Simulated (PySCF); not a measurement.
**ReO₂⁻: singlet, from a linear start**

Where does singlet ReO₂⁻ go from a linear start, is the end point a minimum, and what are its modes, charges and moments?

The runs use PySCF 2.14.0; PBE0, basis Re def2-SVPD with ECP60, O def2-SVPD, scalar-relativistic core potentials, no spin–orbit coupling, density fitting.

## Step 1: The starting structure

3 atoms, charge -1, spin multiplicity 1.

Bond lengths: Re1–O2 1.760 Å, Re1–O3 1.760 Å. Angles: O2–Re1–O3 180.0°.

Coordinates in bohr (charge -1 multiplicity 1):
```
Re    0.0000    0.0000    0.0000
O     0.0000    0.0000    3.3259
O     0.0000    0.0000   -3.3259
```

## Step 2: Relaxing the singlet from the linear start

The steps below are one call of a driver around PySCF. For each, scf.py gives the equivalent set-up of the SCF; relaxations use the driver's own optimiser. Before each start the driver seeks the lowest SCF state from one or more starting densities and follows internal instabilities, so scf.py alone need not reach the same state.

The program finds D∞h symmetry in the start, which this walk keeps.

Contents of scf.py:

```python
from pyscf import gto, scf, dft
mol = gto.M(atom='''
Re     0.000000     0.000000     0.000000
O      0.000000     0.000000     1.760000
O      0.000000     0.000000    -1.760000''',
    basis={'Re': 'def2-SVPD', 'O': 'def2-SVPD'},
    ecp={'Re': 'def2-SVPD'},
    charge=-1, spin=0)
mf = dft.RKS(mol, xc='PBE0')
mf.grids.atom_grid = (50, 194)
aux = {'Re': 'def2-universal-JKFIT', 'O': 'def2-universal-JKFIT'}
mf = mf.density_fit(auxbasis=aux)
mf.kernel()
```

Steps of the walk:

```csv
step,energy (Eh),change (kJ/mol),largest symmetric gradient (Eh/bohr)
0,-228.469612,0.00,0.00819
1,-228.469685,-0.19,0.00513
2,-228.469731,-0.31,0.00011
3,-228.469731,-0.31,0.00001
```

The walk needed 6 s of wall time on 4 threads, shared host.

Positions (Å) and forces (eV/Å) along the way:

```
step 0
Re   0.000   0.000   0.000   0.000   0.000  -0.001
O    0.000   0.000   1.760   0.000   0.000   0.422
O    0.000   0.000  -1.760   0.000   0.000  -0.421
step 1
Re   0.000   0.000   0.000   0.000   0.000   0.000
O    0.000   0.000   1.772   0.000   0.000  -0.264
O    0.000   0.000  -1.772   0.000   0.000   0.264
step 2
Re   0.000   0.000   0.000   0.000   0.000   0.000
O    0.000   0.000   1.768   0.000   0.000  -0.006
O    0.000   0.000  -1.768   0.000   0.000   0.006
step 3
Re   0.000   0.000   0.000   0.000   0.000   0.000
O    0.000   0.000   1.768   0.000   0.000   0.000
O    0.000   0.000  -1.768   0.000   0.000  -0.001
```

It settles in D∞h symmetry, 0.3 kJ/mol below the start, after 3 steps: Re–O 1.768 Å (×2); O–Re–O 180.0°.

## Step 3: Is it a minimum? Harmonic modes

The point is checked on the finer grid, and tightened if its gradient asks for it. The Hessian and the dipole derivatives come from central differences of analytic gradients, with steps of 0.01 bohr.

scf.py: that of step 2 with these lines changed.

```diff
@@ -3,3 +3,3 @@
-Re     0.000000     0.000000     0.000000
-O      0.000000     0.000000     1.760000
-O      0.000000     0.000000    -1.760000''',
+Re     0.000000     0.000000    -0.000000
+O      0.000000     0.000000     1.767548
+O     -0.000000    -0.000000    -1.767548''',
@@ -10 +10 @@
-mf.grids.atom_grid = (50, 194)
+mf.grids.atom_grid = (75, 302)
```

The driver hands on the density of the step before, so the log starts near convergence.

Log of the central SCF (cycles and frontier levels):

```text
init E= -228.469654678287
  HOMO = -0.0495339026755737  LUMO = 0.0393312438757256  gap/eV = 2.41814
cycle= 1 E= -228.469654678285  delta_E= 1.88e-12  |g|= 3.1e-06  |ddm|= 9.14e-06
  HOMO = -0.0495346859231702  LUMO = 0.0393299528362689  gap/eV = 2.41813
Extra cycle  E= -228.469654678272  delta_E= 1.36e-11  |g|= 8.28e-06  |ddm|= 1.42e-05
converged SCF energy = -228.469654678272
```

The whole step took 12 s.

Geometry: D∞h; Re–O 1.768 Å (×2); O–Re–O 180.0°.

Harmonic modes (main isotopes):

| symmetry | ω (cm⁻¹) | IR (km/mol) | μ (u) | type |
| --- | --- | --- | --- | --- |
| πu | 224i | 10.3 | 18.46 | bend |
| σu+ | 877 | 516 | 18.46 | stretch |
| σg+ | 964 | 0.0 | 15.99 | stretch |

2 modes are imaginary, the largest at 224i cm⁻¹: a saddle point, not a minimum.

Constants and moments:

| Property | Result |
| --- | --- |
| Dipole moment about the centre of mass | 0.00 D |
| Highest occupied level | -1.35 eV |
| Lowest empty level | 1.07 eV |
| Rotational constants | 0.1687 cm⁻¹ |
| Zero-point energy (real modes) | 11.0 kJ/mol |
| Principal polarisabilities | 65.3, 65.3, 77.0 bohr³ |
| Principal traceless quadrupole moments about the centre of mass | -16.98, 8.49, 8.49 D Å |

Charges (e) and bond orders:

```
atom  Mulliken  Löwdin  polar tensor  Mayer order to Re1
 Re1      0.53    0.67          0.67                   –
O2,3     -0.76   -0.84         -0.83                1.34
```

Mulliken populations on Re1 (outside its core potential): s 3.72, p 6.13, d 4.51, f 0.11.

## Step 4: Following the imaginary mode

The start is the last point, displaced along its most imaginary mode.

The program finds C2v symmetry in the start, which this walk keeps.

scf.py: that of step 3 with these lines changed.

```diff
@@ -3,3 +3,3 @@
-Re     0.000000     0.000000    -0.000000
-O      0.000000     0.000000     1.767548
-O     -0.000000    -0.000000    -1.767548''',
+Re    -0.020470    -0.001610    -0.000000
+O      0.119631     0.009408     1.767548
+O      0.119631     0.009408    -1.767548''',
@@ -10 +10 @@
-mf.grids.atom_grid = (75, 302)
+mf.grids.atom_grid = (50, 194)
```

Steps of the walk:

```csv
step,energy (Eh),change (kJ/mol),largest symmetric gradient (Eh/bohr)
0,-228.471341,0.00,0.01096
1,-228.473440,-5.51,0.01854
2,-228.477078,-15.06,0.01761
3,-228.482131,-28.33,0.01812
4,-228.487046,-41.23,0.02111
5,-228.491155,-52.02,0.05728
6,-228.495109,-62.40,0.02370
7,-228.495919,-64.53,0.00202
8,-228.495958,-64.63,0.00037
9,-228.495958,-64.63,0.00000
```

The walk took 15 s.

It settles in C2v symmetry, 64.6 kJ/mol below the start, after 9 steps: Re–O 1.719 Å (×2); O–Re–O 126.4°.

## Step 5: Hessian and properties

The same treatment as at the point before.

scf.py: that of step 4 with these lines changed.

```diff
@@ -3,3 +3,3 @@
-Re    -0.020470    -0.001610    -0.000000
-O      0.119631     0.009408     1.767548
-O      0.119631     0.009408    -1.767548''',
+Re    -0.112537    -0.008850    -0.000000
+O      0.659865     0.051893     1.534938
+O      0.659865     0.051893    -1.534938''',
@@ -10 +10 @@
-mf.grids.atom_grid = (50, 194)
+mf.grids.atom_grid = (75, 302)
```

Log of the central SCF (cycles and frontier levels):

```text
init E= -228.495915629199
  HOMO = -0.016065298765992  LUMO = 0.0765114840018093  gap/eV = 2.51914
cycle= 1 E= -228.495915628586  delta_E= 6.13e-10  |g|= 5.87e-05  |ddm|= 0.000108
  HOMO = -0.0160804571257253  LUMO = 0.0764976896689937  gap/eV = 2.51918
cycle= 2 E= -228.49591562211  delta_E= 6.48e-09  |g|= 0.000187  |ddm|= 0.00027
  HOMO = -0.0160710433959473  LUMO = 0.0765064302944722  gap/eV = 2.51916
cycle= 3 E= -228.495915629353  delta_E= -7.24e-09  |g|= 8.57e-06  |ddm|= 0.000184
  HOMO = -0.0160698539933882  LUMO = 0.0765074520757878  gap/eV = 2.51916
cycle= 4 E= -228.495915629376  delta_E= -2.38e-11  |g|= 2.14e-06  |ddm|= 1.81e-05
  HOMO = -0.0160699012083798  LUMO = 0.0765074487530661  gap/eV = 2.51916
Extra cycle  E= -228.495915629403  delta_E= -2.69e-11  |g|= 3.77e-06  |ddm|= 2.1e-05
converged SCF energy = -228.495915629403
```

The whole step took 19 s.

Geometry: C2v; Re–O 1.719 Å (×2); O–Re–O 126.4°.

Harmonic modes (main isotopes):

| symmetry | ω (cm⁻¹) | IR (km/mol) | μ (u) |
| --- | --- | --- | --- |
| a1 | 250 | 3.6 | 17.67 |
| b2 | 918 | 323 | 17.97 |
| a1 | 998 | 68.7 | 16.64 |

Every mode is real; the point is a minimum.

Properties at this point:

| Quantity | Value |
| --- | --- |
| Dipole moment about the centre of mass | 1.37 D |
| Highest occupied level | -0.44 eV |
| Lowest empty level | 2.08 eV |
| Rotational constants | 1.028, 0.2237, 0.1837 cm⁻¹ |
| Zero-point energy | 13.0 kJ/mol |
| Principal polarisabilities | 75.6, 75.8, 85.3 bohr³ |
| Principal traceless quadrupole moments about the centre of mass | -7.33, 2.62, 4.71 D Å |
| Entropy at 298.15 K and 1 bar | 275.4 J/(mol K) |
| Heat capacity Cp at 298.15 K | 44.2 J/(mol K) |
| Enthalpy at 298.15 K above 0 K | 11.42 kJ/mol |
| Rotational symmetry number | 2 |

Charges (e) and bond orders:

```csv
atom,Mulliken,Löwdin,polar tensor,Mayer order to Re1
Re1,0.30,0.46,0.54,–
"O2,3",-0.65,-0.73,-0.77,1.49
```

Mulliken populations on Re1 (outside its core potential): s 3.67, p 6.22, d 4.70, f 0.11.

## Step 6: Would spin polarisation lower it?

At the lowest minimum the closed shell is tested against spin polarisation, on the (50, 194) grid. It is unstable: an open-shell solution lies lower. That solution was not followed to a minimum here.

## Step 7: The points found, side by side

| spin | group | bonds | imaginary modes (cm⁻¹) | ΔE (kJ/mol) | with zero-point energy |
| --- | --- | --- | --- | --- | --- |
| singlet | C2v | Re–O 1.719 Å (×2) | none | 0.0 | 0.0 |
| singlet | D∞h | Re–O 1.768 Å (×2) | 224i, 224i | 68.9 | – |

## Step 8: Summary of results

| quantity | value |
| --- | --- |
| minimum | singlet, C2v (closed shell, unstable towards spin polarisation) |
| geometry | Re–O 1.719 Å (×2); O–Re–O 126.4° |
| wavenumbers (cm⁻¹) | 250 (a1), 918 (b2), 998 (a1) |
| dipole moment (centre of mass) | 1.37 D |
| highest occupied, lowest empty level | -0.44, 2.08 eV |
| polar-tensor charge of Re1 | +0.54 e |
| zero-point energy | 13.0 kJ/mol |

In words: The linear start (D∞h) ends in a minimum of C2v symmetry, after a stop at a second-order saddle point 68.9 kJ/mol higher, from which it was pushed off along an imaginary mode. In the infrared the band at 918 cm⁻¹ (b2, stretch) leads. Other starts or spin states, not run here, may lie lower. A stability analysis at the minimum finds the closed shell unstable towards spin polarisation: an open-shell solution lies lower, and these values are not those of the lowest state. With an element this heavy the missing spin–orbit coupling can shift these numbers.

The search up to here needed 61 s of wall time on 4 threads, shared host.
